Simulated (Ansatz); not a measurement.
# MoN2 (P4/mbm) in Ansatz: settings compared

Aim: see how the results for MoN2 move with the level of theory and the settings. Levels: PBEsol, PBEsol+U. Tasks: band structure.

Everything below comes from runs of Ansatz 0.2.0. Logs are shortened: lines on timing, memory, paths and dates and some standing lists are left out, and cuts for length are marked.

## (1) Starting point

The structure is tetragonal, space group P4/mbm (No. 127). The conventional cell has a = 4.348 Å, b = 4.348 Å, c = 2.767 Å, α = 90.00°, β = 90.00°, γ = 90.00°. Mo (site symmetry 4/m) has 8 N at 2.24 Å as nearest neighbours. N (site symmetry m2m) has 1 N at 1.37 Å as nearest neighbours.

Measurements of this composition are mostly on another form, of space group No. 160.

## (2) Band structure, PBEsol

input.yaml reads:

```yaml
crystal:
  lattice:
    - [4.348053, 0.0, 0.0]
    - [0.0, 4.348053, 0.0]
    - [0.0, 0.0, 2.76746]
  atoms:
    - { symbol: Mo, position: [0.0, 0.0, 0.0] }
    - { symbol: Mo, position: [0.5, 0.5, 0.0] }
    - { symbol: "N", position: [0.611647, 0.888353, 0.5] }
    - { symbol: "N", position: [0.388353, 0.111647, 0.5] }
    - { symbol: "N", position: [0.111647, 0.611647, 0.5] }
    - { symbol: "N", position: [0.888353, 0.388353, 0.5] }
hamiltonian:
  xc: pbesol
  pseudopotentials: { kind: paw }
kpoints:
  mp_grid: { grid: [6, 6, 10] }
  band_path:
    path:
      - [[0.0, 0.0, 0.0], [0.0, 0.5, 0.0], [0.5, 0.5, 0.0], [0.0, 0.0, 0.0], [0.0, 0.0, 0.5], [0.0, 0.5, 0.5], [0.5, 0.5, 0.5], [0.0, 0.0, 0.5]]
      - [[0.0, 0.5, 0.0], [0.0, 0.5, 0.5]]
      - [[0.5, 0.5, 0.0], [0.5, 0.5, 0.5]]
    npoints: 14
scf:
  occupations: { method: fermi_dirac, width: 0.05 }
  n_extra_bands: 15
output:
  forces: true
  stress: true
  eigenvalues: true
  fatbands: true
```

Potentials or basis: Ansatz PAW.

On the command line:

```bash
$ ansatz run input.yaml --threads 2 --pin off --max-ram 5632MiB --backend cpu --events-out ev --progress --plain --runs-dir out
```

Standard output:

```text
Warning: RAYON_NUM_THREADS=2 ignored (pool sized by the plan → 2); use --threads N
scf.n_extra_bands = 15 over 24 filled bands (N_el = 48.0): the run solves 39 bands
Engine: ansatz 0.2.0, aarch64-unknown-linux-gnu
Pseudopotentials: kind: paw
Pseudopotential: Mo, paw, valence charge 14, recommended cutoff 420 eV (normal), Mo.paw.azcp
Pseudopotential: N, paw, valence charge 5, recommended cutoff 420 eV (normal), N.paw.azcp
Functional definition: PBEsol
  exchange = pbesol_x
  correlation = pbesol_c
Crystal: 6 atoms, lattice volume = 52.320 Å³
Basis set: ecut = 420 eV, 1049 PW (Γ), exchange–correlation on 60×60×40 points (8 copies of the dense FFT grid, shifted against one another)
Bands: 39, of which v1, the nominal top of the filled ones, is band 24 counted from 1 (23 counted from 0)
Symmetry: 16 space group operations
Space group: P4/mbm (ITA 127), of the structure as read, at distance tolerance 3.7e-5 Å
k-points: 60 of 360
Non-local potential: Mo, projectors of the file, l = 0: 3, l = 1: 2, l = 2: 2, l = 3: 1
Non-local potential: N, projectors of the file, l = 0: 2, l = 1: 2, l = 2: 1
PAW form: soft (Blöchl's): semilocal exchange-correlation on the pseudo side does not see the compensation charge
PAW frozen core: Mo, regenerated for the run's functional, and the local potential with it (the file was generated under x = pbe(κ = 0.804, μ = 0.2195149727645171), c = pbe(β = 0.06672455060314922))
PAW frozen core: N, regenerated for the run's functional, and the local potential with it (the file was generated under x = pbe(κ = 0.804, μ = 0.2195149727645171), c = pbe(β = 0.06672455060314922))
PAW one-centre angular grid: Mo, 590 points (default); XC on 64 Gauss nodes
PAW one-centre angular grid: N, 110 points (default); XC on 64 Gauss nodes
Initial density: superposition of atomic densities (neutral atoms: chi_scale 0, normalization atom), corrected by the library's trained network
Initial wavefunctions: pseudopotential atomic-orbital guess
Functional: x = pbesol(κ = 0.804, μ = 0.12345679012345678), c = pbesol(β = 0.046)
SCF iter   1: F=—  HF=-11309.560406 eV  |F-HF|=—  |Δ(HF+E_count)|=         —  Δρ=1.34e-2  dr2=5.45e-2  ethr=1.77e-3  ⟨swp⟩=5.5  Hψ=10270  notcnv=0  defer=83
preconditioner: auto → Kerker (q_TF=auto, 2.689 Å⁻¹)  [metal: Δε(μ)=0.018 eV  Ē_g=14.343 eV  σ=0.050 eV  W_gap=0.09  n_scr=10 (ndim 8)  ℏωp=29.0 eV  f_vac=0.000  D(μ)=2.40/eV (n_scr^D=18)]
SCF iter   2: F=—  HF=-11309.550711 eV  |F-HF|=—  |Δ(HF+E_count)|=   9.69e-3  Δρ=7.41e-3  dr2=1.67e-2  ethr=1.14e-4  ⟨swp⟩=1.9  Hψ=3069  notcnv=0  defer=248
SCF iter   3: F=—  HF=-11309.546787 eV  |F-HF|=—  |Δ(HF+E_count)|=   3.92e-3  Δρ=7.38e-4  dr2=1.36e-4  ethr=3.47e-5  ⟨swp⟩=2.9  Hψ=3562  notcnv=0  defer=248
SCF iter   4: F=—  HF=-11309.546781 eV  |F-HF|=—  |Δ(HF+E_count)|=   5.74e-6  Δρ=1.31e-4  dr2=8.35e-6  ethr=2.83e-7  ⟨swp⟩=1.4  Hψ=2304  notcnv=0  defer=248
SCF iter   5: F=—  HF=-11309.546838 eV  |F-HF|=—  |Δ(HF+E_count)|=   5.68e-5  Δρ=3.76e-5  dr2=7.37e-7  ethr=1.74e-8  ⟨swp⟩=2.0  Hψ=2506  notcnv=0  defer=248
SCF iter   6: F=-11309.546838 eV  HF=-11309.546838 eV  |F-HF|=1.80e-9  |Δ(HF+E_count)|=   3.65e-8  Δρ=5.71e-6  dr2=1.02e-8  ethr=2.08e-10  ⟨swp⟩=9.2  Hψ=9899  notcnv=0
SCF 1 converged in 6 iterations: F = -11309.546838 eV  dr2 = 1.02e-8
NSCF: frozen V_eff on 129 k-points
SCF converged after 6 iterations
Free energy (F): -11309.546838 eV
Harris-Foulkes:  -11309.546838 eV  (|F-HF|=1.80e-9)
Internal energy: -11309.527052 eV  (E = F + TS)
E sigma→0 (E₀):  -11309.536945 eV
Entropy (-TS):   -0.019787 eV (-3.298 meV/atom)
Fermi energy:    18.714030 eV
--- Per-component energies (eV) ---
  E_band       = -28.998191
  E_kinetic    = 1403.041892
  E_local      = -2032.297522  (includes V_loc(G=0)·N_el)
  E_nonlocal   = 470.022708
  E_hartree    = 627.207527
  E_xc         = -602.332696
  E_vxc        = -760.411742  (∫ρ·V_xc dr)
  E_paw        = -6775.179777  (= ΣΔE_a)
  E_vpaw       = -363.767729  (= ΣTr[D̂ρ^β])
  E_aug_tail   = 0.000367  (compensation charges beyond the density's cutoff)
  E_ewald      = -4400.520544
  E_core_change = 0.530994  (= ΣΔE_core)
  E_smearing   = -0.019787  (= −TS)
  E_closure    = 0.000000  (closes the sum)
  Σ components = -11309.546838   (vs F -11309.546838, Δ=0.00e0)
--- Forces (eV/Å), atoms counted from 1 ---
  atom   1  Mo    -0.00000000     0.00000000     0.00000000
  atom   2  Mo    -0.00000000    -0.00000000     0.00000000
  atom   3  N      0.02428284    -0.02428284     0.00000000
  atom   4  N     -0.02428284     0.02428284     0.00000000
  atom   5  N      0.02428284     0.02428284     0.00000000
  atom   6  N     -0.02428284    -0.02428284     0.00000000
  max |Σ_I F_I| component: 3.47e-18 eV/Å
--- Stress (GPa, compression-positive) ---
      -13.716840       0.000000       0.000000
        0.000000     -13.716840       0.000000
        0.000000       0.000000     -14.990080
  P = ⅓ Tr σ = -14.1413 GPa (-141.413 kbar)
--- Band table (eV; the first three rows and the last of 60) ---
  k-point 0: bands = ["-43.2484", "-43.1888", "-17.4536", "-17.4536", "-17.1180", "-17.1180", "-17.0870", "-17.0200", "-2.6452", "-1.3124", "6.5829", "6.5829", "10.2185", "10.4333", "11.8308", "12.6464", "12.6464", "13.9093", "14.7603", "14.7974", "15.6999", "15.6999", "16.4426", "16.8922", "19.2714", "19.2714", "19.7191", "20.4283", "20.8117", "24.2634", "24.4884", "24.4884", "26.0052", "27.3283", "27.3283", "30.1687", "30.1687", "33.4351", "34.2845"]
  k-point 1: bands = ["-43.2384", "-43.1793", "-17.4387", "-17.4387", "-17.1856", "-17.1084", "-17.1071", "-17.1071", "-2.5334", "-1.2397", "6.4692", "6.4692", "10.3160", "10.5811", "12.1859", "12.4257", "12.4257", "12.8855", "14.0145", "15.7317", "15.7684", "15.7684", "16.5795", "17.2697", "19.5067", "19.5067", "19.8351", "20.4579", "20.9182", "23.9736", "24.1533", "24.1533", "26.4027", "27.3820", "27.3820", "30.3309", "30.3309", "33.6089", "33.8938"]
  k-point 2: bands = ["-43.2122", "-43.1541", "-17.4372", "-17.3995", "-17.3995", "-17.3354", "-17.0786", "-17.0786", "-2.2337", "-1.0400", "6.1762", "6.1762", "10.5337", "10.7389", "11.7447", "11.9071", "11.9071", "12.7621", "13.1517", "15.9592", "15.9592", "16.9851", "17.0956", "17.3575", "20.1091", "20.1091", "20.1747", "20.5360", "21.3120", "23.1856", "23.3582", "23.3582", "27.3351", "27.5133", "27.5133", "30.4144", "30.4144", "33.0017", "34.0829"]
  k-point 59: bands = ["-43.1148", "-43.1148", "-17.9720", "-17.9720", "-17.3434", "-17.3434", "-16.9714", "-16.9714", "-1.3555", "-1.3555", "6.8757", "6.8757", "10.7706", "10.7706", "11.0914", "11.0914", "13.0450", "13.0450", "13.3769", "13.3769", "13.5800", "13.5800", "17.3615", "17.3615", "21.1036", "21.1036", "21.9955", "21.9955", "22.7788", "22.7788", "25.2137", "25.2137", "27.5594", "27.5594", "28.8935", "28.8935", "30.2801", "30.2801", "30.8803"]
```

Wall time 8.5 s (2 threads of Arm Neoverse V1, shared host); peak memory 0.37 GiB.

What came out:

```yaml
Free_energy: -11309.5468 eV
Pressure: -14.1 GPa
Largest_force: 0.034 eV/Å
Band_gap_on_the_k_mesh: none (metal or under the smearing width)
```

Forces on the atoms (eV/Å):
```
Mo   0.000  0.000  0.000
Mo   0.000  0.000  0.000
N    0.024 -0.024  0.000
N   -0.024  0.024  0.000
N    0.024  0.024  0.000
N   -0.024 -0.024  0.000
```

Levels at the corners of the path, in eV from the Fermi level:
```csv
point,band 21,band 22,band 23,band 24,band 25,band 26,band 27,band 28
Γ,-3.01,-3.01,-2.27,-1.82,0.56,0.56,1.01,1.71
X,-2.01,-2.01,-1.18,-1.18,-0.42,-0.42,2.12,2.12
M,-0.83,-0.83,0.51,0.51,0.53,0.53,0.96,0.96
Γ,-3.01,-3.01,-2.27,-1.82,0.56,0.56,1.01,1.71
Z,-2.03,-2.03,0.71,1.09,2.08,2.15,2.31,2.31
R,-2.51,-2.51,-1.06,-1.06,2.44,2.44,2.95,2.95
A,-5.13,-5.13,-1.35,-1.35,2.39,2.39,3.28,3.28
Z,-2.03,-2.03,0.71,1.09,2.08,2.15,2.31,2.31
X,-2.01,-2.01,-1.18,-1.18,-0.42,-0.42,2.12,2.12
R,-2.51,-2.51,-1.06,-1.06,2.44,2.44,2.95,2.95
M,-0.83,-0.83,0.51,0.51,0.53,0.53,0.96,0.96
A,-5.13,-5.13,-1.35,-1.35,2.39,2.39,3.28,3.28
```

Caveat: the pressure holds a Pulay correction of +0.7 GPa for the finite cutoff; the PAW data sets come from PBE, with cores solved anew for the run's functional, which leaves a small shift of forces and pressure.

## (3) Band structure, PBEsol+U

input.yaml, as its differences from that of step 2:

```diff
@@ -15,2 +15,3 @@
   pseudopotentials: { kind: paw }
+  hubbard: { sites: [{ species: Mo, l: d, u_eff: 1.0 }] }
 kpoints:
@@ -30,2 +31,2 @@
   eigenvalues: true
-  fatbands: true
+  fatbands: false
```

Potentials or basis: Ansatz PAW.

On the command line:

```bash
$ ansatz run input.yaml --threads 2 --pin off --max-ram 5632MiB --backend cpu --events-out ev --progress --plain --runs-dir out
```

Wall time 8.8 s (2 threads of Arm Neoverse V1, shared host); peak memory 0.47 GiB.

Results (log left out):

```yaml
Free_energy: -11307.1757 eV
Pressure: -13.9 GPa
Largest_force: 0.008 eV/Å
Band_gap_on_the_k_mesh: none (metal or under the smearing width)
```

Forces on the atoms (eV/Å):
```
Mo   0.000  0.000  0.000
Mo   0.000  0.000  0.000
N    0.005 -0.005  0.000
N   -0.005  0.005  0.000
N    0.005  0.005  0.000
N   -0.005 -0.005  0.000
```

Stress tensor (GPa, compression positive):
```
-13.70   0.00   0.00
  0.00 -13.70   0.00
  0.00   0.00 -14.41
```

Levels at the corners of the path, in eV from the Fermi level:
```tsv
point	band 22	band 23	band 24	band 25	band 26	band 27
Γ	-2.92	-2.22	-1.93	0.68	0.68	1.02
X	-1.92	-1.20	-1.20	-0.45	-0.45	2.22
M	-0.79	0.47	0.47	0.58	0.58	1.08
Γ	-2.92	-2.22	-1.93	0.68	0.68	1.02
Z	-1.98	0.73	1.13	2.08	2.15	2.41
R	-2.46	-1.18	-1.18	2.44	2.44	3.04
A	-5.04	-1.45	-1.45	2.41	2.41	3.36
Z	-1.98	0.73	1.13	2.08	2.15	2.41
X	-1.92	-1.20	-1.20	-0.45	-0.45	2.22
R	-2.46	-1.18	-1.18	2.44	2.44	3.04
M	-0.79	0.47	0.47	0.58	0.58	1.08
A	-5.04	-1.45	-1.45	2.41	2.41	3.36
```

Eigenvalues of the final occupation matrices:
```tsv
site	spin	trace	eigenvalues
site 1	1	2.40	0.38 0.40 0.40 0.53 0.69
site 2	1	2.40	0.38 0.40 0.40 0.53 0.69
```

Caveat: the pressure holds a Pulay correction of +0.7 GPa for the finite cutoff; U without spin polarisation on a metal has little footing; the PAW data sets come from PBE, with cores solved anew for the run's functional, which leaves a small shift of forces and pressure.

## (4) Band structure, PBEsol+U

input.yaml, as its differences from that of step 3:

```diff
@@ -15,3 +15,3 @@
   pseudopotentials: { kind: paw }
-  hubbard: { sites: [{ species: Mo, l: d, u_eff: 1.0 }] }
+  hubbard: { sites: [{ species: Mo, l: d, u_eff: 2.0 }] }
 kpoints:
```

On the command line:

```bash
$ ansatz run input.yaml --threads 2 --pin off --max-ram 5632MiB --backend cpu --events-out ev --progress --plain --runs-dir out
```

It took 8.7 s on 2 threads of Arm Neoverse V1, shared host; peak memory 0.47 GiB.

The run converged. Its results:

| Property | Result |
| --- | --- |
| Free energy | -11304.8300 eV |
| Pressure | -13.5 GPa |
| Largest force | 0.031 eV/Å |
| Band gap on the k mesh | none (metal or under the smearing width) |

Forces on the atoms (eV/Å):
```
Mo   0.000  0.000  0.000
Mo   0.000  0.000  0.000
N   -0.022  0.022  0.000
N    0.022 -0.022  0.000
N   -0.022 -0.022  0.000
N    0.022  0.022  0.000
```

Stress tensor (GPa, compression positive):
```
-13.51   0.00   0.00
  0.00 -13.51   0.00
  0.00   0.00 -13.61
```

Levels at the corners of the path, in eV from the Fermi level:
```tsv
point	band 21	band 22	band 23	band 24	band 25	band 26	band 27	band 28
Γ	-2.83	-2.83	-2.19	-2.07	0.81	0.81	1.02	1.57
X	-1.83	-1.83	-1.26	-1.26	-0.48	-0.48	2.33	2.33
M	-0.76	-0.76	0.40	0.40	0.62	0.62	1.21	1.21
Γ	-2.83	-2.83	-2.19	-2.07	0.81	0.81	1.02	1.57
Z	-1.94	-1.94	0.68	1.17	2.10	2.15	2.50	2.50
R	-2.42	-2.42	-1.35	-1.35	2.44	2.44	3.13	3.13
A	-4.96	-4.96	-1.59	-1.59	2.43	2.43	3.44	3.44
Z	-1.94	-1.94	0.68	1.17	2.10	2.15	2.50	2.50
X	-1.83	-1.83	-1.26	-1.26	-0.48	-0.48	2.33	2.33
R	-2.42	-2.42	-1.35	-1.35	2.44	2.44	3.13	3.13
M	-0.76	-0.76	0.40	0.40	0.62	0.62	1.21	1.21
A	-4.96	-4.96	-1.59	-1.59	2.43	2.43	3.44	3.44
```

Eigenvalues of the final occupation matrices:
```
  site  spin  trace               eigenvalues
site 1     1   2.39  0.37 0.39 0.39 0.53 0.71
site 2     1   2.39  0.37 0.39 0.39 0.53 0.71
```

Caveat: the pressure holds a Pulay correction of +0.7 GPa for the finite cutoff; U without spin polarisation on a metal has little footing; the PAW data sets come from PBE, with cores solved anew for the run's functional, which leaves a small shift of forces and pressure.

## (5) Band structure, PBEsol+U

input.yaml, as its differences from that of step 4:

```diff
@@ -15,3 +15,3 @@
   pseudopotentials: { kind: paw }
-  hubbard: { sites: [{ species: Mo, l: d, u_eff: 2.0 }] }
+  hubbard: { sites: [{ species: Mo, l: d, u_eff: 3.0 }] }
 kpoints:
```

On the command line:

```bash
$ ansatz run input.yaml --threads 2 --pin off --max-ram 5632MiB --backend cpu --events-out ev --progress --plain --runs-dir out
```

Wall time 8.8 s (2 threads of Arm Neoverse V1, shared host); peak memory 0.47 GiB.

The run converged. Its results:

```
Free energy            : -11302.5191 eV
Pressure               : -12.8 GPa
Largest force          : 0.093 eV/Å
Band gap on the k mesh : none (metal or under the smearing width)
```

Forces in eV/Å, atoms in the order of the input:
```
Mo   0.000  0.000  0.000
Mo   0.000  0.000  0.000
N   -0.066  0.066  0.000
N    0.066 -0.066  0.000
N   -0.066 -0.066  0.000
N    0.066  0.066  0.000
```

Stress tensor (GPa, compression positive):
```
-12.95   0.00   0.00
  0.00 -12.95   0.00
  0.00   0.00 -12.57
```

Levels at the corners of the path, in eV from the Fermi level:
```csv
point,band 20,band 21,band 22,band 23,band 24,band 25,band 26,band 27,band 28,band 29
Γ,-3.77,-2.72,-2.72,-2.26,-2.16,0.96,0.96,1.05,1.48,2.46
X,-4.27,-1.72,-1.72,-1.35,-1.35,-0.49,-0.49,2.47,2.47,3.53
M,-3.90,-0.72,-0.72,0.32,0.32,0.67,0.67,1.36,1.36,3.03
Γ,-3.77,-2.72,-2.72,-2.26,-2.16,0.96,0.96,1.05,1.48,2.46
Z,-2.65,-1.89,-1.89,0.57,1.21,2.17,2.21,2.62,2.62,2.84
R,-3.98,-2.36,-2.36,-1.56,-1.56,2.47,2.47,3.24,3.24,3.74
A,-5.22,-4.85,-4.85,-1.78,-1.78,2.48,2.48,3.54,3.54,4.27
Z,-2.65,-1.89,-1.89,0.57,1.21,2.17,2.21,2.62,2.62,2.84
X,-4.27,-1.72,-1.72,-1.35,-1.35,-0.49,-0.49,2.47,2.47,3.53
R,-3.98,-2.36,-2.36,-1.56,-1.56,2.47,2.47,3.24,3.24,3.74
M,-3.90,-0.72,-0.72,0.32,0.32,0.67,0.67,1.36,1.36,3.03
A,-5.22,-4.85,-4.85,-1.78,-1.78,2.48,2.48,3.54,3.54,4.27
```

Eigenvalues of the final occupation matrices:
```csv
site,spin,trace,eigenvalues
site 1,1,2.39,0.36 0.39 0.39 0.52 0.75
site 2,1,2.39,0.36 0.39 0.39 0.52 0.75
```

Caveat: the pressure holds a Pulay correction of +0.7 GPa for the finite cutoff; U without spin polarisation on a metal has little footing; the PAW data sets come from PBE, with cores solved anew for the run's functional, which leaves a small shift of forces and pressure.

[end of part 1 of 2]
